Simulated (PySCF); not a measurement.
**A gas-phase reaction: H3InO2 + Cl2 → ClH2InO2 + ClH**

What reaction energy should one expect for `[OH][InH][OH]` + `ClCl` → `[OH][In]([OH])[Cl]` + `Cl`?

Programs: PySCF 2.14.0. All values are calculated, for the isolated system unless a continuum is named. Atoms count from 0, parts from 1.

## 1. Starting point

Each species was relaxed by itself at PBE0-D3(BJ)/def2-SVPD.

## 2. Energies of the species: wB97M-D3(BJ)/def2-TZVPD

The job: settings as JSON, then the geometry in Å.

```
{"job": {"kind": "react", "xc": "wB97M-D3(BJ)", "basis": "def2-TZVPD"}, "charge": 0, "multiplicity": 1}
-1 H3InO2 charge 0 multiplicity 1
O     -1.659460     0.204610     0.860540
In     0.022160    -0.604940     0.141250
O      1.025030     0.870520    -0.785770
H     -1.715400     1.144410     0.656850
H      0.464880    -2.235230     0.312100
H      1.862980     0.620760    -1.184940

-1 Cl2 charge 0 multiplicity 1
Cl     1.014630    -0.009960     0.000700
Cl    -1.014690     0.012340    -0.001280

+1 ClH2InO2 charge 0 multiplicity 1
O      1.139910    -0.660340    -1.491520
In    -0.214590     0.106790    -0.258890
O      0.023720     0.040130     1.719480
Cl    -2.137730     1.108890    -1.145520
H      1.888620    -1.049060    -1.025640
H     -0.699940     0.453600     2.202090

+1 ClH charge 0 multiplicity 1
Cl     0.644650    -0.008640     0.001360
H     -0.643430     0.009780    -0.000260
```

Method: wB97M-D3(BJ)/def2-TZVPD reaction energy of separated species, gas phase.

Command:

```console
OMP_NUM_THREADS=1 python cluster_run.py task.json out
```

The driver reads the jobs from task.json and runs them one after another.

Log:

```text
species 1 (H3InO2)
coarse grid: 25864 points
cycle   1  E = -341.8787739054  dE = -3.246e+01  |g| = 1.891e+00  |ddm| = 4.674e+01
cycle   2  E = -342.0108068280  dE = -1.320e-01  |g| = 1.875e+00  |ddm| = 5.797e+00
cycle   3  E = -342.5272153586  dE = -5.164e-01  |g| = 2.389e-01  |ddm| = 1.719e+00
cycle   4  E = -342.5338099817  dE = -6.595e-03  |g| = 1.451e-01  |ddm| = 2.633e-01
cycle   5  E = -342.5373505451  dE = -3.541e-03  |g| = 9.687e-03  |ddm| = 1.586e-01
cycle   6  E = -342.5373927981  dE = -4.225e-05  |g| = 5.107e-03  |ddm| = 2.601e-02
cycle   7  E = -342.5373992629  dE = -6.465e-06  |g| = 2.980e-03  |ddm| = 9.724e-03
final grid: 52576 points
cycle   8  E = -342.5374128886  dE =  7.916e-07  |g| = 4.019e-03  |ddm| = 4.815e-03
cycle   9  E = -342.5374105045  dE =  2.384e-06  |g| = 5.550e-03  |ddm| = 4.644e-03
cycle  10  E = -342.5374155909  dE = -5.086e-06  |g| = 7.691e-05  |ddm| = 2.761e-03
cycle  11  E = -342.5374155949  dE = -4.047e-09  |g| = 4.337e-05  |ddm| = 2.413e-04
cycle  12  E = -342.5374155959  dE = -9.686e-10  |g| = 2.204e-05  |ddm| = 9.769e-05
converged SCF energy = -342.5374155959

species 2 (Cl2)
coarse grid: 12632 points
cycle   1  E = -920.4762353630  dE =  6.389e-02  |g| = 2.472e-01  |ddm| = 1.180e+00
cycle   2  E = -920.4854153636  dE = -9.180e-03  |g| = 1.551e-01  |ddm| = 2.411e-01
cycle   3  E = -920.4902180650  dE = -4.803e-03  |g| = 1.247e-02  |ddm| = 9.692e-02
cycle   4  E = -920.4902874821  dE = -6.942e-05  |g| = 2.486e-03  |ddm| = 1.204e-02
cycle   5  E = -920.4902918379  dE = -4.356e-06  |g| = 2.986e-04  |ddm| = 3.875e-03
final grid: 23496 points
cycle   6  E = -920.4902477963  dE = -4.825e-08  |g| = 9.195e-05  |ddm| = 4.974e-04
cycle   7  E = -920.4902477998  dE = -3.538e-09  |g| = 4.808e-05  |ddm| = 1.125e-04
cycle   8  E = -920.4902478004  dE = -6.255e-10  |g| = 1.456e-05  |ddm| = 4.223e-05
converged SCF energy = -920.4902478004

species 3 (ClH2InO2)
coarse grid: 29712 points
cycle   1  E = -801.6357275671  dE = -3.240e+01  |g| = 1.850e+00  |ddm| = 4.721e+01
cycle   2  E = -801.8243343649  dE = -1.886e-01  |g| = 1.713e+00  |ddm| = 5.484e+00
cycle   3  E = -802.2559449904  dE = -4.316e-01  |g| = 1.839e-01  |ddm| = 1.628e+00
cycle   4  E = -802.2590363741  dE = -3.091e-03  |g| = 1.432e-01  |ddm| = 2.200e-01
cycle   5  E = -802.2625668906  dE = -3.531e-03  |g| = 1.318e-02  |ddm| = 1.494e-01
cycle   6  E = -802.2626399820  dE = -7.309e-05  |g| = 5.847e-03  |ddm| = 2.560e-02
cycle   7  E = -802.2626554423  dE = -1.546e-05  |g| = 2.627e-03  |ddm| = 1.725e-02
cycle   8  E = -802.2626570659  dE = -1.624e-06  |g| = 9.121e-04  |ddm| = 3.375e-03
final grid: 58952 points
cycle   9  E = -802.2626054318  dE = -2.145e-07  |g| = 1.085e-03  |ddm| = 2.418e-03
cycle  10  E = -802.2626052984  dE =  1.334e-07  |g| = 1.475e-03  |ddm| = 1.687e-03
cycle  11  E = -802.2626056595  dE = -3.611e-07  |g| = 7.441e-05  |ddm| = 7.795e-04
cycle  12  E = -802.2626056632  dE = -3.693e-09  |g| = 4.313e-05  |ddm| = 1.399e-04
cycle  13  E = -802.2626056644  dE = -1.209e-09  |g| = 1.417e-05  |ddm| = 1.433e-04
cycle  14  E = -802.2626056645  dE = -6.276e-11  |g| = 5.665e-06  |ddm| = 1.707e-05
converged SCF energy = -802.2626056645

species 4 (ClH)
coarse grid: 8792 points
cycle   1  E = -460.8503334668  dE = -8.165e-02  |g| = 2.169e-01  |ddm| = 7.239e-01
cycle   2  E = -460.8625128967  dE = -1.218e-02  |g| = 1.397e-01  |ddm| = 2.651e-01
cycle   3  E = -460.8670522274  dE = -4.539e-03  |g| = 1.358e-02  |ddm| = 9.818e-02
cycle   4  E = -460.8670933104  dE = -4.108e-05  |g| = 3.364e-03  |ddm| = 9.545e-03
cycle   5  E = -460.8670995588  dE = -6.248e-06  |g| = 8.515e-04  |ddm| = 3.915e-03
final grid: 17120 points
cycle   6  E = -460.8670682674  dE = -3.715e-07  |g| = 3.676e-04  |ddm| = 8.890e-04
cycle   7  E = -460.8670683137  dE = -4.627e-08  |g| = 1.618e-04  |ddm| = 3.980e-04
cycle   8  E = -460.8670683203  dE = -6.571e-09  |g| = 4.220e-05  |ddm| = 1.295e-04
cycle   9  E = -460.8670683216  dE = -1.312e-09  |g| = 3.971e-06  |ddm| = 6.531e-05
cycle  10  E = -460.8670683216  dE = -6.708e-12  |g| = 8.165e-07  |ddm| = 3.311e-06
converged SCF energy = -460.8670683216

Reaction energy = -64.017 kcal/mol
```

It took 21 s on 1 thread of Arm Neoverse V2, shared host; peak memory 0.69 GiB.

Species by species (with the dispersion term, which the log's SCF energies lack):

```csv
ν,species,energy (Eh),HOMO (eV)
-1,[OH][InH][OH],-342.54058,-10.86
-1,ClCl,-920.49147,-11.18
+1,[OH][In]([OH])[Cl],-802.26645,-11.40
+1,Cl,-460.86761,-11.93
```

## 3. Reaction energy: PBE0-D3(BJ)/def2-TZVPD

The job, as its differences from that of step 2:

```diff
@@ -1,2 +1,2 @@
-{"job": {"kind": "react", "xc": "wB97M-D3(BJ)", "basis": "def2-TZVPD"}, "charge": 0, "multiplicity": 1}
+{"job": {"kind": "react", "xc": "PBE0", "basis": "def2-TZVPD", "disp": "d3bj"}, "charge": 0, "multiplicity": 1}
 -1 H3InO2 charge 0 multiplicity 1
```

With the program's defaults for keys left out, this is: PBE0-D3(BJ)/def2-TZVPD reaction energy of separated species, gas phase.

Log:

```text
species 1 (H3InO2)
coarse grid: 25864 points
cycle   1  E = -341.5010490994  dE = -3.210e+01  |g| = 2.082e+00  |ddm| = 4.673e+01
cycle   2  E = -340.7952702147  dE =  7.058e-01  |g| = 3.064e+00  |ddm| = 7.255e+00
cycle   3  E = -342.2814622414  dE = -1.486e+00  |g| = 4.341e-01  |ddm| = 2.636e+00
cycle   4  E = -342.2988413637  dE = -1.738e-02  |g| = 3.121e-01  |ddm| = 5.847e-01
cycle   5  E = -342.3161349585  dE = -1.729e-02  |g| = 2.570e-02  |ddm| = 2.812e-01
cycle   6  E = -342.3162046569  dE = -6.970e-05  |g| = 1.536e-02  |ddm| = 2.378e-02
cycle   7  E = -342.3162452956  dE = -4.064e-05  |g| = 3.980e-03  |ddm| = 1.089e-02
cycle   8  E = -342.3162481625  dE = -2.867e-06  |g| = 3.250e-04  |ddm| = 3.530e-03
final grid: 52576 points
cycle   9  E = -342.3162010636  dE = -1.184e-07  |g| = 3.467e-04  |ddm| = 1.439e-03
cycle  10  E = -342.3162010084  dE =  5.523e-08  |g| = 6.478e-04  |ddm| = 6.161e-04
cycle  11  E = -342.3162010849  dE = -7.655e-08  |g| = 6.038e-05  |ddm| = 4.083e-04
cycle  12  E = -342.3162010856  dE = -6.368e-10  |g| = 6.315e-06  |ddm| = 4.671e-05
converged SCF energy = -342.3162010856

species 2 (Cl2)
coarse grid: 3248 points
cycle   1  E = -920.0848707929  dE =  1.015e-01  |g| = 1.608e-01  |ddm| = 1.191e+00
cycle   2  E = -920.0872212564  dE = -2.350e-03  |g| = 8.738e-02  |ddm| = 1.235e-01
cycle   3  E = -920.0886041180  dE = -1.383e-03  |g| = 3.229e-02  |ddm| = 7.027e-02
cycle   4  E = -920.0888552465  dE = -2.511e-04  |g| = 5.428e-04  |ddm| = 2.039e-02
cycle   5  E = -920.0888553558  dE = -1.094e-07  |g| = 2.230e-04  |ddm| = 9.350e-04
final grid: 23496 points
cycle   6  E = -920.0901489343  dE = -8.697e-06  |g| = 2.709e-03  |ddm| = 7.422e-03
cycle   7  E = -920.0901493678  dE = -4.334e-07  |g| = 1.504e-03  |ddm| = 3.012e-03
cycle   8  E = -920.0901496069  dE = -2.391e-07  |g| = 1.103e-04  |ddm| = 1.207e-03
cycle   9  E = -920.0901496095  dE = -2.589e-09  |g| = 4.179e-05  |ddm| = 9.872e-05
cycle  10  E = -920.0901496099  dE = -3.945e-10  |g| = 3.006e-06  |ddm| = 2.417e-05
converged SCF energy = -920.0901496099

species 3 (ClH2InO2)
coarse grid: 29712 points
cycle   1  E = -800.9429633648  dE = -3.192e+01  |g| = 2.149e+00  |ddm| = 4.714e+01
cycle   2  E = -800.1856949051  dE =  7.573e-01  |g| = 3.135e+00  |ddm| = 7.181e+00
cycle   3  E = -801.8206144695  dE = -1.635e+00  |g| = 3.448e-01  |ddm| = 2.596e+00
cycle   4  E = -801.8114303679  dE =  9.184e-03  |g| = 4.105e-01  |ddm| = 6.681e-01
cycle   5  E = -801.8426424790  dE = -3.121e-02  |g| = 2.955e-02  |ddm| = 3.920e-01
cycle   6  E = -801.8427237461  dE = -8.127e-05  |g| = 2.091e-02  |ddm| = 3.358e-02
cycle   7  E = -801.8428021554  dE = -7.841e-05  |g| = 3.529e-03  |ddm| = 1.473e-02
cycle   8  E = -801.8428043292  dE = -2.174e-06  |g| = 8.031e-04  |ddm| = 4.251e-03
final grid: 58952 points
cycle   9  E = -801.8427341671  dE = -2.735e-08  |g| = 1.191e-03  |ddm| = 2.295e-03
cycle  10  E = -801.8427335781  dE =  5.890e-07  |g| = 2.113e-03  |ddm| = 2.742e-03
cycle  11  E = -801.8427344533  dE = -8.752e-07  |g| = 3.214e-04  |ddm| = 1.651e-03
cycle  12  E = -801.8427344733  dE = -2.001e-08  |g| = 3.143e-05  |ddm| = 2.774e-04
cycle  13  E = -801.8427344735  dE = -1.858e-10  |g| = 1.034e-05  |ddm| = 3.512e-05
converged SCF energy = -801.8427344735

species 4 (ClH)
coarse grid: 2248 points
cycle   1  E = -460.6537841251  dE = -4.644e-02  |g| = 1.882e-01  |ddm| = 7.411e-01
cycle   2  E = -460.6558529328  dE = -2.069e-03  |g| = 1.902e-01  |ddm| = 3.151e-01
cycle   3  E = -460.6653814604  dE = -9.529e-03  |g| = 1.506e-02  |ddm| = 1.513e-01
cycle   4  E = -460.6654035173  dE = -2.206e-05  |g| = 2.693e-03  |ddm| = 7.323e-03
cycle   5  E = -460.6654050652  dE = -1.548e-06  |g| = 1.111e-03  |ddm| = 2.553e-03
final grid: 17120 points
cycle   6  E = -460.6658903768  dE = -4.429e-06  |g| = 2.164e-03  |ddm| = 7.336e-03
cycle   7  E = -460.6658904063  dE = -2.948e-08  |g| = 1.795e-03  |ddm| = 2.512e-03
cycle   8  E = -460.6658910241  dE = -6.178e-07  |g| = 1.533e-04  |ddm| = 1.363e-03
cycle   9  E = -460.6658910310  dE = -6.901e-09  |g| = 2.147e-05  |ddm| = 1.086e-04
cycle  10  E = -460.6658910311  dE = -1.017e-10  |g| = 4.934e-06  |ddm| = 1.681e-05
converged SCF energy = -460.6658910311

Reaction energy = -64.405 kcal/mol
```

Wall time 11 s (1 thread of Arm Neoverse V2, shared host); peak memory 0.64 GiB.

Reaction energy at this level: -64.40 kcal/mol.

## 4. Energies of the species: MP2/def2-TZVPD

The job, as its differences from that of step 3:

```diff
@@ -1,2 +1,2 @@
-{"job": {"kind": "react", "xc": "PBE0", "basis": "def2-TZVPD", "disp": "d3bj"}, "charge": 0, "multiplicity": 1}
+{"job": {"kind": "react", "xc": "MP2", "basis": "def2-TZVPD"}, "charge": 0, "multiplicity": 1}
 -1 H3InO2 charge 0 multiplicity 1
```

With the program's defaults for keys left out, this is: MP2/def2-TZVPD reaction energy of separated species, gas phase.

Log:

```text
species 1 (H3InO2)
final grid: 52576 points
cycle   1  E = -340.3068483019  dE = -3.318e+01  |g| = 1.865e+00  |ddm| = 4.751e+01
cycle   2  E = -340.6538390867  dE = -3.470e-01  |g| = 9.016e-01  |ddm| = 4.652e+00
cycle   3  E = -340.7648300491  dE = -1.110e-01  |g| = 1.507e-01  |ddm| = 1.018e+00
cycle   4  E = -340.7686439717  dE = -3.814e-03  |g| = 5.622e-02  |ddm| = 1.585e-01
cycle   5  E = -340.7692288663  dE = -5.849e-04  |g| = 9.774e-03  |ddm| = 7.268e-02
cycle   6  E = -340.7692824666  dE = -5.360e-05  |g| = 1.660e-03  |ddm| = 3.220e-02
cycle   7  E = -340.7692839912  dE = -1.525e-06  |g| = 7.041e-04  |ddm| = 3.654e-03
cycle   8  E = -340.7692842909  dE = -2.997e-07  |g| = 3.565e-04  |ddm| = 1.310e-03
cycle   9  E = -340.7692843535  dE = -6.260e-08  |g| = 9.577e-05  |ddm| = 5.279e-04
cycle  10  E = -340.7692843602  dE = -6.679e-09  |g| = 2.680e-05  |ddm| = 2.284e-04
cycle  11  E = -340.7692843608  dE = -5.829e-10  |g| = 7.903e-06  |ddm| = 6.588e-05
converged SCF energy = -340.7692843608

species 2 (Cl2)
final grid: 23496 points
cycle   1  E = -918.9653263822  dE =  6.012e-02  |g| = 2.590e-01  |ddm| = 1.186e+00
cycle   2  E = -918.9802785962  dE = -1.495e-02  |g| = 1.127e-01  |ddm| = 2.120e-01
cycle   3  E = -918.9828570963  dE = -2.579e-03  |g| = 1.988e-02  |ddm| = 7.487e-02
cycle   4  E = -918.9830779502  dE = -2.209e-04  |g| = 4.253e-03  |ddm| = 2.065e-02
cycle   5  E = -918.9830900564  dE = -1.211e-05  |g| = 7.297e-04  |ddm| = 5.118e-03
cycle   6  E = -918.9830902739  dE = -2.175e-07  |g| = 1.518e-04  |ddm| = 6.808e-04
cycle   7  E = -918.9830902831  dE = -9.224e-09  |g| = 2.307e-05  |ddm| = 1.886e-04
cycle   8  E = -918.9830902834  dE = -2.635e-10  |g| = 2.990e-06  |ddm| = 4.639e-05
converged SCF energy = -918.9830902834

species 3 (ClH2InO2)
final grid: 58952 points
cycle   1  E = -799.3526965243  dE = -3.312e+01  |g| = 1.813e+00  |ddm| = 4.806e+01
cycle   2  E = -799.6749660986  dE = -3.223e-01  |g| = 8.020e-01  |ddm| = 4.273e+00
cycle   3  E = -799.7638445196  dE = -8.888e-02  |g| = 1.292e-01  |ddm| = 9.515e-01
cycle   4  E = -799.7670807532  dE = -3.236e-03  |g| = 4.198e-02  |ddm| = 1.703e-01
cycle   5  E = -799.7674850395  dE = -4.043e-04  |g| = 1.262e-02  |ddm| = 5.909e-02
cycle   6  E = -799.7675789730  dE = -9.393e-05  |g| = 3.332e-03  |ddm| = 3.336e-02
cycle   7  E = -799.7675856919  dE = -6.719e-06  |g| = 1.185e-03  |ddm| = 8.210e-03
cycle   8  E = -799.7675869598  dE = -1.268e-06  |g| = 2.934e-04  |ddm| = 3.476e-03
cycle   9  E = -799.7675870158  dE = -5.598e-08  |g| = 1.346e-04  |ddm| = 5.792e-04
cycle  10  E = -799.7675870235  dE = -7.728e-09  |g| = 5.010e-05  |ddm| = 1.958e-04
cycle  11  E = -799.7675870252  dE = -1.701e-09  |g| = 1.387e-05  |ddm| = 1.103e-04
cycle  12  E = -799.7675870254  dE = -1.746e-10  |g| = 4.156e-06  |ddm| = 3.752e-05
converged SCF energy = -799.7675870254

species 4 (ClH)
final grid: 17120 points
cycle   1  E = -460.0817353385  dE = -1.008e-01  |g| = 2.132e-01  |ddm| = 7.101e-01
cycle   2  E = -460.0969052941  dE = -1.517e-02  |g| = 8.401e-02  |ddm| = 2.053e-01
cycle   3  E = -460.0986386473  dE = -1.733e-03  |g| = 1.826e-02  |ddm| = 5.472e-02
cycle   4  E = -460.0988472122  dE = -2.086e-04  |g| = 6.315e-03  |ddm| = 1.638e-02
cycle   5  E = -460.0988772116  dE = -3.000e-05  |g| = 1.289e-03  |ddm| = 7.398e-03
cycle   6  E = -460.0988784277  dE = -1.216e-06  |g| = 2.807e-04  |ddm| = 1.659e-03
cycle   7  E = -460.0988784810  dE = -5.326e-08  |g| = 4.150e-05  |ddm| = 4.895e-04
cycle   8  E = -460.0988784817  dE = -7.341e-10  |g| = 7.806e-06  |ddm| = 6.177e-05
converged SCF energy = -460.0988784817

Reaction energy = -69.490 kcal/mol
```

Run time: 5.5 s. Hardware: 1 thread of Arm Neoverse V2, shared host; peak memory 0.56 GiB.

Reaction energy at this level: -69.49 kcal/mol.

## 5. Side by side

Energies in kcal/mol, with wall time:

```csv
run,reaction,time
wB97M-D3(BJ)/def2-TZVPD,-64.02,21 s
PBE0-D3(BJ)/def2-TZVPD,-64.40,11 s
MP2/def2-TZVPD,-69.49,5.5 s
```

## 6. Outcome

| quantity | value |
| --- | --- |
| reaction energy (wB97M-D3(BJ)/def2-TZVPD) | -64.02 kcal/mol |
| ΔH, ΔG at 298 K (xTB thermal terms) | -63.2, -63.1 kcal/mol |
| range of the reaction energy over the runs of this table | -69.49 to -64.02 kcal/mol |

**Reading.** The reaction is exothermic by 63.2 kcal/mol in the gas phase; dispersion gives -0.00, and xTB itself gave -46.06 for the electronic energy (xTB energies and thermal terms come from the earlier relaxation of each species, not shown). No barrier was sought. xTB and this level differ widely in the electronic energy, so what comes from xTB (the thermal terms above all) is less safe here. The reaction energy runs from -69.49 (MP2/def2-TZVPD) to -64.02 kcal/mol (wB97M-D3(BJ)/def2-TZVPD).
